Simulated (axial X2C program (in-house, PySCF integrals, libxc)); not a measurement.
# All-electron X2C curves of IF⁻

What are the state, bond length, wavenumber and bond energy of IF⁻, and what does spin–orbit coupling change?

Computed with an in-house X2C program for linear molecules on PySCF integrals. Level: all-electron X2C, I dyall-acv3z, F dyall-av3z.

All values are calculated.

### Step 1. Input

Input file task.json:

```json
{"zs": [53, 9], "q": -1, "bas": ["dyall-acv3z", "dyall-av3z"], "levels": ["PBE0", "HF", "TPSS"], "cc": true, "r0": 1.97, "thr": -2.0, "nmax": 90, "npts": 10, "nst": 2, "ntry": 6}
```

Keys: zs atomic numbers; q charge; bas basis sets; levels methods (HF also brings MP2); cc coupled cluster on or off; r0 starting distance in Å; thr threshold in hartree for freezing inner shells (an s shell follows its p shell); nmax most natural virtual spinors; npts points asked for on the curve; nst determinants followed; ntry starts of the search.

Launch:

```
> python so2c.py task.json out
```

Spin-free means the one-electron spin-free X2C Hamiltonian; two-component (2c) means X2C with spin–orbit coupling and atomic mean-field two-electron Coulomb and Gaunt terms. Basis: I dyall-acv3z contracted to [12s13p9d5f1g], F dyall-av3z contracted to [7s6p3d2f]; Gaussian nuclei, density fitting. Masses: I 126.904 u, F 18.998 u.

Notation: σ, π±, δ± give the projection m of an orbital's angular momentum (0, ±1, ±2), α and β its spin, Λ and M_S the sums; ω is the projection of a spinor's total angular momentum and Ω the sum. Logs are in hartree.

The results follow Hamiltonian by Hamiltonian and level by level.

### Step 2. Search for the lowest determinant

PBE0 moves the distance from 1.970 Å to 2.366 Å and compares determinants there.

Spin-free determinants:

```json
{"ΔE (eV)": "0.00", "state": "M_S = 1/2, Λ = 0", "open shells": "beyond closed shells: σα"}
{"ΔE (eV)": "1.74", "state": "M_S = 1/2, Λ = 1", "open shells": "beyond closed shells: π+α, π+β, π-α"}
{"ΔE (eV)": "4.83", "state": "M_S = 3/2, Λ = 1", "open shells": "beyond closed shells: 2 × σα, π+α, π+β, π-α"}
{"ΔE (eV)": "4.85", "state": "M_S = 1/2, Λ = 1", "open shells": "beyond closed shells: π+α"}
{"ΔE (eV)": "5.14", "state": "M_S = 1/2, Λ = 1", "open shells": "beyond closed shells: 2 × σα, π+α, π+β, π-β"}
{"ΔE (eV)": "5.31", "state": "M_S = 3/2, Λ = 0", "open shells": "beyond closed shells: σα, π+α, π+β, 2 × π-α"}
```

Two-component determinants:

```
ΔE (eV)    state                                  open shells
   0.00  Ω = 1/2                excess of +ω over −ω: ω = 1/2
   1.55  Ω = 3/2                excess of +ω over −ω: ω = 3/2
   4.53  Ω = 5/2   excess of +ω over −ω: 2 × ω = 1/2, ω = 3/2
   4.68  Ω = 3/2                excess of +ω over −ω: ω = 3/2
   4.83  Ω = 1/2  excess of +ω over −ω: 2 × ω = -1/2, ω = 3/2
   5.03  Ω = 7/2   excess of +ω over −ω: ω = 1/2, 2 × ω = 3/2
   5.27  Ω = 5/2  excess of +ω over −ω: ω = -1/2, 2 × ω = 3/2
```

### Step 3. PBE0, spin-free

State followed: M_S = 1/2, Λ = 0 (beyond closed shells: σα). The scan is laid around 2.366 Å, a first estimate of the minimum, and this SCF restarts from the orbitals of the search.

Output at 2.366 Å:

```text
spin-free X2C-1e  PBE0
basis functions 194  fitting functions 962  grid points 5082
iter        total energy     max residual
   1      -7215.280914293     2.54e-05
   2      -7215.280914294     3.28e-05
   3      -7215.280914301     5.38e-06
   4      -7215.280914302     3.28e-06
converged
one-electron -10121.74633766  Coulomb 2993.26269772  exact exchange -47.63134260  xc functional -145.85127818  nuclear repulsion 106.68534641
```

Along the bond, energies from the lowest point:

```csv
R (Å),E (eV),μ (D),HOMO (eV),LUMO (eV),iterations
2.058,0.2801,-1.76,0.03,2.93,12
2.153,0.1079,-2.34,-0.39,2.64,11
2.224,0.0376,-2.73,-0.69,2.41,11
2.295,0.0046,-3.09,-0.97,2.18,11
2.366,0.0000,-3.41,-1.23,1.96,4
2.449,0.0208,-3.74,-1.52,1.71,11
2.532,0.0612,-4.03,-1.77,1.47,11
2.638,0.1310,-4.36,-2.06,1.19,11
2.768,0.2294,-4.71,-2.20,0.88,11
2.958,0.3756,-5.13,-2.33,0.49,11
```

Dipoles are positive if F is the positive end and refer to the centre of mass.

Outer orbitals at the reference distance:

| symmetry | occupied | ε (eV) | atomic character |
| --- | --- | --- | --- |
| σα | yes | -24.36 | 93% F s, 3% I d, 2% I p |
| σβ | yes | -23.46 | 93% F s, 3% I d, 2% I p |
| σα | yes | -13.34 | 90% I s, 7% F p |
| σβ | yes | -12.67 | 90% I s, 7% F p |
| σα | yes | -5.65 | 76% F p, 21% I p |
| π+α | yes | -4.07 | 90% F p, 8% I p |
| π-α | yes | -4.07 | 90% F p, 8% I p |
| π+β | yes | -3.76 | 89% F p, 9% I p |
| π-β | yes | -3.76 | 89% F p, 9% I p |
| σβ | yes | -3.70 | 67% F p, 30% I p |
| π+α | yes | -2.06 | 89% I p, 9% F p |
| π-α | yes | -2.06 | 89% I p, 9% F p |
| π+β | yes | -1.81 | 89% I p, 10% F p |
| π-β | yes | -1.81 | 89% I p, 10% F p |
| σα | yes | -1.23 | 68% I p, 20% F p, 5% I d |
| σβ | no | 1.96 | 61% I p, 25% F p, 6% I d |
| σα | no | 3.97 | 61% I s, 37% I p |
| σβ | no | 4.19 | 74% I s, 21% I p, 3% F s |
| π+α | no | 4.37 | 98% I p |

PBE0 fields in the half plane through the axis: z from -2.4 to 4.5 Å across, distance from the axis 0.15 to 2.25 Å upwards; I lies at z = 0 and F at z = 2.366 Å; the ELF is damped to zero where the density is low.

log10 density (e/bohr³). Ten even steps from '0' (-4.94 ) to '9' (1.84 ):
```
112223333332222111111000
122333334333322222221100
223334444444333333222110
223344455544433443332211
233445555555444444433221
233445566655545555543321
334455677765556676544321
334455789875556787654321
```

ELF. Ten even steps from '0' (0.00 ) to '9' (0.87 ):
```
000123455542000000000000
001345777763100000000000
013467899885100011100000
124578999996200233210000
235688887887202566421000
246788532356315898742000
356785268624338999852100
356874478743348628863100
```

Re = 2.343 Å, ωe = 274.6 cm⁻¹, ωexe = 2.17 cm⁻¹, Be = 0.1858 cm⁻¹, De = 1.88 eV, μ = -3.31 D.

### Step 4. HF, spin-free

Output at 2.366 Å:

```text
spin-free X2C-1e  HF
basis functions 194  fitting functions 962  grid points 5082
iter        total energy     max residual
   1      -7212.323663915     2.54e-01
   2      -7212.348670693     6.52e-03
   3      -7212.349625213     3.34e-03
   4      -7212.349888563     1.33e-03
   5      -7212.349962807     8.06e-04
   6      -7212.349986544     5.42e-04
   7      -7212.349998822     4.51e-04
   8      -7212.350012858     3.21e-04
   9      -7212.350026854     1.84e-04
  10      -7212.350033085     9.30e-05
  11      -7212.350034661     2.85e-05
  12      -7212.350034819     5.80e-06
  13      -7212.350034820     1.37e-06
converged
one-electron -10120.57662852  Coulomb 2992.17719775  exact exchange -190.63595046  xc functional 0.00000000  nuclear repulsion 106.68534641
```

Re = 2.323 Å, ωe = 298.4 cm⁻¹, ωexe = 1.59 cm⁻¹, Be = 0.1891 cm⁻¹, De = 0.120 eV, μ = -3.94 D.

### Step 5. TPSS, spin-free

Output at 2.366 Å:

```text
spin-free X2C-1e  TPSS
basis functions 194  fitting functions 962  grid points 5082
iter        total energy     max residual
   1      -7215.424685735     1.71e-01
   2      -7215.426106167     5.69e-03
   3      -7215.420466644     1.80e-02
   4      -7215.426689164     2.70e-03
   5      -7215.426856061     7.61e-04
   6      -7215.426871291     1.66e-04
   7      -7215.426871747     4.95e-05
   8      -7215.426871765     2.11e-05
   9      -7215.426871774     5.62e-06
  10      -7215.426871775     1.20e-06
converged
one-electron -10121.01467908  Coulomb 2992.49929288  exact exchange 0.00000000  xc functional -193.59683198  nuclear repulsion 106.68534641
```

Re = 2.391 Å, ωe = 247.7 cm⁻¹, ωexe = 2.38 cm⁻¹, Be = 0.1784 cm⁻¹, De = 1.99 eV, μ = -3.29 D.

### Step 6. Correlated methods, spin-free

Correlated methods: 15 electrons correlated (frozen shells, counted by type: I 4 s, 3 p, 2 d; F 1 s), 275 virtual spinors in MP2, 89 natural virtuals in coupled cluster.

Output of the correlated part at 2.366 Å:

```text
correlated 15  virtual 275  natural virtual 89  E(MP2) -0.432850755  MP2 remainder -0.036584352
iter   CCSD correlation   residual
   1     -0.395869721   1.30e-01
   2     -0.405761735   5.32e-02
   3     -0.408550330   1.80e-02
   4     -0.408574133   5.65e-03
   5     -0.408606403   1.90e-03
   6     -0.408622934   7.84e-04
   7     -0.408619054   3.57e-04
   8     -0.408617006   1.68e-04
   9     -0.408618538   8.25e-05
  10     -0.408616538   3.36e-05
  11     -0.408616710   1.06e-05
  12     -0.408616473   4.05e-06
  13     -0.408616462   1.46e-06
(T) -0.014591137  T1 0.0203  D1 0.0458  max T2 0.055
```

T1 in the output is the amplitude norm over the root of the electron number; divide by √2 for the Lee–Taylor value.

MP2: Re = 2.306 Å, ωe = 309 cm⁻¹, Be = 0.1918 cm⁻¹, De = 1.57 eV.

CCSD: Re = 2.311 Å, ωe = 304 cm⁻¹, ωexe = 1.84 cm⁻¹, Be = 0.1911 cm⁻¹, De = 1.59 eV. T1 at Re = 0.014 (Lee–Taylor, the printed value over √2).

CCSD(T): Re = 2.314 Å, ωe = 303 cm⁻¹, ωexe = 1.85 cm⁻¹, Be = 0.1906 cm⁻¹, De = 1.58 eV. T1 at Re = 0.014 (Lee–Taylor, the printed value over √2).

### Step 7. A higher determinant, spin-free

State: M_S = 1/2, Λ = 1 (beyond closed shells: π+α, π+β, π-α).

Output at the reference distance:

```text
spin-free X2C-1e  PBE0
basis functions 194  fitting functions 962  grid points 5082
iter        total energy     max residual
   1      -7215.216790913     4.03e-05
   2      -7215.216790647     1.38e-04
   3      -7215.216790954     1.27e-05
   4      -7215.216790957     9.63e-06
   5      -7215.216790959     5.36e-06
converged
one-electron -10121.29981345  Coulomb 2992.86504898  exact exchange -47.62384610  xc functional -145.84352680  nuclear repulsion 106.68534641
```

```csv
R (Å),E above the lowest PBE0 point (eV)
2.058,2.724
2.153,2.324
2.224,2.089
2.295,1.898
2.366,1.745
2.449,1.604
2.532,1.495
2.638,1.392
2.768,1.306
```

No constants are quoted: the lowest point is the long end of the scan.

### Step 8. The spin-free curves together

Energy (eV) of the followed determinant, spin-free, from each level's lowest point:

```csv
R (Å),PBE0,HF,MP2,CCSD,CCSD(T),TPSS
2.058,0.280,0.266,0.244,n/a,n/a,0.342
2.153,0.108,0.095,0.081,0.085,0.088,0.151
2.224,0.038,0.028,0.021,0.023,0.024,0.066
2.295,0.005,0.000,0.000,0.000,0.000,0.019
2.366,0.000,0.003,0.009,0.007,0.006,0.000
2.449,0.021,0.034,0.047,0.044,0.041,0.004
2.532,0.061,0.088,0.105,0.102,0.098,0.029
2.638,0.131,0.179,0.195,0.195,0.189,0.078
2.768,0.229,0.301,0.329,n/a,n/a,0.152
2.958,0.376,0.466,0.563,n/a,n/a,0.265
```

### Step 9. PBE0, 2c

State followed: Ω = 1/2 (excess of +ω over −ω: ω = 1/2). The scan is laid around 2.366 Å, a first estimate of the minimum, and this SCF restarts from the orbitals of the search.

The SCF at the reference distance of 2.366 Å:

```text
two-component X2C + atomic mean field  PBE0
basis functions 194  fitting functions 962  grid points 5082
iter        total energy     max residual
   1      -7212.299670983     9.80e-06
   2      -7212.299670985     7.85e-06
   3      -7212.299670986     3.46e-06
converged
one-electron -10112.85494883  Coulomb 2991.57805936  exact exchange -47.60315250  xc functional -145.77052351  nuclear repulsion 106.68534641  atomic mean-field constant -4.33445192
```

Along the bond, energies from the lowest point:

```csv
R (Å),E (eV),μ (D),HOMO (eV),LUMO (eV),iterations
2.058,0.2917,-1.76,0.10,2.94,12
2.153,0.1161,-2.36,-0.30,2.65,11
2.224,0.0431,-2.77,-0.58,2.43,11
2.295,0.0074,-3.14,-0.84,2.20,11
2.366,0.0000,-3.48,-1.08,1.99,3
2.449,0.0175,-3.83,-1.33,1.74,11
2.532,0.0544,-4.15,-1.56,1.51,11
2.638,0.1197,-4.51,-1.80,1.23,11
2.768,0.2126,-4.90,-1.96,0.93,11
2.958,0.3508,-5.39,-2.11,0.55,12
```

Dipoles are positive if F is the positive end and refer to the centre of mass.

Outer spinors at the reference distance:

| ω | occupied | ε (eV) | atomic character | λ mixture |
| --- | --- | --- | --- | --- |
| 1/2 | yes | -24.28 | 93% F s, 3% I d, 2% I p | 100% σ |
| -1/2 | yes | -23.41 | 93% F s, 3% I d, 2% I p | 100% σ |
| 1/2 | yes | -13.35 | 90% I s, 7% F p | 100% σ |
| -1/2 | yes | -12.71 | 90% I s, 7% F p | 100% σ |
| 1/2 | yes | -5.60 | 74% F p, 22% I p | 100% σ |
| -1/2 | yes | -4.10 | 78% F p, 20% I p | 86% π, 14% σ |
| 3/2 | yes | -3.96 | 91% F p, 7% I p | 100% π |
| 1/2 | yes | -3.77 | 84% F p, 14% I p | 100% π |
| -1/2 | yes | -3.72 | 71% F p, 26% I p | 82% σ, 18% π |
| -3/2 | yes | -3.67 | 90% F p, 8% I p | 100% π |
| -1/2 | yes | -2.36 | 80% I p, 18% F p | 93% π, 7% σ |
| 1/2 | yes | -2.25 | 79% I p, 18% F p | 89% π, 11% σ |
| 3/2 | yes | -1.78 | 90% I p, 8% F p | 100% π |
| -3/2 | yes | -1.55 | 90% I p, 8% F p | 100% π |
| 1/2 | yes | -1.08 | 71% I p, 18% F p, 5% I d | 89% σ, 11% π |
| -1/2 | no | 1.99 | 62% I p, 24% F p, 6% I d | 98% σ, 2% π |
| 1/2 | no | 3.96 | 60% I s, 38% I p | 100% σ |
| -1/2 | no | 4.17 | 71% I s, 24% I p, 2% F s | 97% σ, 3% π |
| -1/2 | no | 4.35 | 94% I p, 3% I s | 96% π, 4% σ |

PBE0 fields in the half plane through the axis: z from -2.4 to 4.5 Å across, distance from the axis 0.15 to 2.25 Å upwards; I lies at z = 0 and F at z = 2.366 Å; the ELF is damped to zero where the density is low.

log10 density (e/bohr³). Ten even steps from '0' (-4.93 ) to '9' (1.84 ):
```
112223333332222111111000
122333333333322222221100
223334444444333333222110
223344455544433443332211
233445555555444444433221
233445566655445555543321
334455677765556676544321
334455789875556787654321
```

ELF. Ten even steps from '0' (0.00 ) to '9' (0.87 ):
```
000123455532000000000000
001245677763100000000000
013467899875100011100000
124578999986200233210000
235688887887202566421000
246788532356315898742000
356785268624338999852100
356874478743348628863100
```

Re = 2.352 Å, ωe = 269.0 cm⁻¹, ωexe = 2.22 cm⁻¹, Be = 0.1844 cm⁻¹, De = 1.67 eV, μ = -3.41 D.

### Step 10. HF, 2c

Output at 2.366 Å:

```text
two-component X2C + atomic mean field  HF
basis functions 194  fitting functions 962  grid points 5082
iter        total energy     max residual
   1      -7209.338604968     2.54e-01
   2      -7209.363797710     6.40e-03
   3      -7209.364807638     3.32e-03
   4      -7209.365101551     1.30e-03
   5      -7209.365197159     1.01e-03
   6      -7209.365236567     7.15e-04
   7      -7209.365259747     5.95e-04
   8      -7209.365293143     3.86e-04
   9      -7209.365321675     1.82e-04
  10      -7209.365328853     7.36e-05
  11      -7209.365329951     3.96e-05
  12      -7209.365330136     2.31e-05
  13      -7209.365330157     1.60e-05
  14      -7209.365330171     7.34e-06
  15      -7209.365330174     1.44e-06
  16      -7209.365330174     6.43e-07
converged
one-electron -10111.65902393  Coulomb 2990.46943108  exact exchange -190.52663181  xc functional 0.00000000  nuclear repulsion 106.68534641  atomic mean-field constant -4.33445192
```

Re = 2.336 Å, ωe = 288.3 cm⁻¹, ωexe = 2.45 cm⁻¹, Be = 0.187 cm⁻¹, De = 0.154 eV, μ = -4.19 D.

### Step 11. TPSS, 2c

Output at 2.366 Å:

```text
two-component X2C + atomic mean field  TPSS
basis functions 194  fitting functions 962  grid points 5082
iter        total energy     max residual
   1      -7212.440199345     1.70e-01
   2      -7212.441506762     6.22e-03
   3      -7212.434354016     2.02e-02
   4      -7212.442309087     2.21e-03
   5      -7212.442419743     7.60e-04
   6      -7212.442435237     1.71e-04
   7      -7212.442435731     4.79e-05
   8      -7212.442435750     2.07e-05
   9      -7212.442435759     5.82e-06
  10      -7212.442435760     1.24e-06
converged
one-electron -10112.12499665  Coulomb 2990.81604661  exact exchange 0.00000000  xc functional -193.48438021  nuclear repulsion 106.68534641  atomic mean-field constant -4.33445192
```

Re = 2.401 Å, ωe = 242.0 cm⁻¹, ωexe = 2.47 cm⁻¹, Be = 0.177 cm⁻¹, De = 1.81 eV, μ = -3.37 D.

### Step 12. Correlated methods, 2c

Correlated methods: 15 electrons correlated (frozen shells, counted by type: I 4 s, 3 p, 2 d; F 1 s), 275 virtual spinors in MP2, 90 natural virtuals in coupled cluster.

Output of the correlated part at 2.366 Å:

```text
correlated 15  virtual 275  natural virtual 90  E(MP2) -0.432516229  MP2 remainder -0.033819887
iter   CCSD correlation   residual
   1     -0.398077126   1.32e-01
   2     -0.408023076   5.47e-02
   3     -0.410867346   1.88e-02
   4     -0.410894282   6.15e-03
   5     -0.410920640   2.51e-03
   6     -0.410941505   1.28e-03
   7     -0.410933995   6.76e-04
   8     -0.410930748   2.97e-04
   9     -0.410933567   1.52e-04
  10     -0.410931114   8.66e-05
  11     -0.410931554   5.24e-05
  12     -0.410930714   2.83e-05
  13     -0.410930846   1.25e-05
  14     -0.410930822   5.53e-06
  15     -0.410930818   2.74e-06
(T) -0.014547235  T1 0.0215  D1 0.0555  max T2 0.057
```

MP2: Re = 2.321 Å, ωe = 289.9 cm⁻¹, Be = 0.1894 cm⁻¹, De = 1.34 eV.

CCSD: Re = 2.322 Å, ωe = 294.3 cm⁻¹, ωexe = 2.01 cm⁻¹, Be = 0.1892 cm⁻¹, De = 1.35 eV. T1 at Re = 0.015 (Lee–Taylor, the printed value over √2).

CCSD(T): Re = 2.326 Å, ωe = 292.2 cm⁻¹, ωexe = 2.14 cm⁻¹, Be = 0.1886 cm⁻¹, De = 1.35 eV. T1 at Re = 0.015 (Lee–Taylor, the printed value over √2).

### Step 13. A higher determinant, 2c

State: Ω = 3/2 (excess of +ω over −ω: ω = 3/2).

Output at the reference distance:

```text
two-component X2C + atomic mean field  PBE0
basis functions 194  fitting functions 962  grid points 5082
iter        total energy     max residual
   1      -7212.242624339     1.11e-05
   2      -7212.242624326     3.16e-05
   3      -7212.242624341     2.65e-06
   4      -7212.242624341     2.20e-06
converged
one-electron -10112.36868471  Coulomb 2991.13882330  exact exchange -47.59755718  xc functional -145.76610026  nuclear repulsion 106.68534641  atomic mean-field constant -4.33445192
```

```csv
R (Å),E above the lowest PBE0 point (eV)
2.058,2.503
2.153,2.111
2.224,1.883
2.295,1.699
2.366,1.552
2.449,1.419
2.532,1.318
2.638,1.223
2.768,1.148
```

No constants are quoted: the lowest point is the long end of the scan.

### Step 14. The 2c curves together

Energy (eV) of the followed determinant, 2c, from each level's lowest point:

```csv
R (Å),PBE0,HF,MP2,CCSD,CCSD(T),TPSS
2.058,0.292,0.281,0.259,n/a,n/a,0.352
2.153,0.116,0.106,0.091,0.093,0.096,0.158
2.224,0.043,0.035,0.026,0.027,0.029,0.071
2.295,0.007,0.002,0.000,0.000,0.000,0.021
2.366,0.000,0.000,0.003,0.003,0.001,0.000
2.449,0.017,0.025,0.034,0.033,0.030,0.002
2.532,0.054,0.071,0.086,0.085,0.080,0.023
2.638,0.120,0.146,0.178,0.172,0.165,0.068
2.768,0.213,0.245,0.319,n/a,n/a,0.137
2.958,0.351,0.375,0.526,n/a,n/a,0.243
```

Time for the job: 3.5 min (1 thread of Arm Neoverse V1, shared host).

### Step 15. Constants

Lowest determinant that the search found at its distance, spin-free: M_S = 1/2, Λ = 0 (beyond closed shells: σα).

Lowest determinant that the search found at its distance, 2c: Ω = 1/2 (excess of +ω over −ω: ω = 1/2).

| Hamiltonian | level | Re (Å) | ωe (cm⁻¹) | De (eV) | μ (D) |
| --- | --- | --- | --- | --- | --- |
| spin-free | PBE0 | 2.343 | 274.6 | 1.88 | -3.31 |
| spin-free | HF | 2.323 | 298.4 | 0.120 | -3.94 |
| spin-free | MP2 | 2.306 | 309 | 1.57 | n/a |
| spin-free | CCSD | 2.311 | 304 | 1.59 | n/a |
| spin-free | CCSD(T) | 2.314 | 303 | 1.58 | n/a |
| spin-free | TPSS | 2.391 | 247.7 | 1.99 | -3.29 |
| 2c | PBE0 | 2.352 | 269.0 | 1.67 | -3.41 |
| 2c | HF | 2.336 | 288.3 | 0.154 | -4.19 |
| 2c | MP2 | 2.321 | 289.9 | 1.34 | n/a |
| 2c | CCSD | 2.322 | 294.3 | 1.35 | n/a |
| 2c | CCSD(T) | 2.326 | 292.2 | 1.35 | n/a |
| 2c | TPSS | 2.401 | 242.0 | 1.81 | -3.37 |

Dipoles are positive if F is the positive end and refer to the centre of mass.

Time per point (s) on 1 thread of Arm Neoverse V1, shared host (2c runs; CCSD comes with the CCSD(T) run); the times are rough: PBE0 0.68, HF 0.69, MP2 1.1, CCSD(T) 8.9, TPSS 0.67.

In words: At CCSD(T), going from spin-free to two-component changes Re by +12 mÅ, ωe by -3.4 %, so spin–orbit coupling matters for this bond. De moves by -0.23 eV; both De rest on single-determinant atoms, which can miss part of an open shell's spin–orbit lowering.

De refers to I- + F; at MP2, spin-free, to I + F-; at CCSD, spin-free, to I + F-; at CCSD(T), spin-free, to I + F-; at TPSS, spin-free, to I + F-; at PBE0, two-component, to I + F-; at MP2, two-component, to I + F-; at CCSD, two-component, to I + F-; at CCSD(T), two-component, to I + F-; at TPSS, two-component, to I + F-, each in the lowest determinant found, which need not be this curve's own limit. The state is a single determinant with fixed occupations, the lowest that a limited PBE0 search found. Dissociation energies refer to the lowest single-determinant-based atoms at the same level and basis. Density functionals use the spin component along the axis (collinear). CCSD and (T) use frozen natural virtuals with an MP2 correction for the truncation. The meta-GGAs lack a current-density term, which matters for open shells with orbital currents, atoms included.
